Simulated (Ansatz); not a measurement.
The system is Cd2S.

```
Cd S
1.0
     3.96267    0.00000    0.00000
    -1.98134    3.43177    0.00000
     0.00000    0.00000    5.80919
Cd S
2 1
Cartesian
  0.0000 2.2878 5.4183
  1.9813 1.1439 3.3620
  0.0000 2.2878 2.1245
```

The cell comes from a database or a generator and needn't be the stable form of this composition.

Program: Ansatz 0.2.0. Alike in all runs: task single point; level PBE0 form with a typed share of exact exchange; potentials or basis Ansatz PAW; no spin polarisation; cell as given; k mesh 5 × 5 × 3; cutoff (eV) 420; smearing fermi-dirac 0.05 eV. Hardware: 2 threads of AMD EPYC 7R43 64-Core Processor (Zen 3), with other jobs on the host.

Question: Order these runs on this cell by their wall time, lowest first.
A. share of exact exchange 0
B. share of exact exchange 0.5
C. share of exact exchange 0.1

Answer: A (2.4 s), C (38 s), B (95 s).
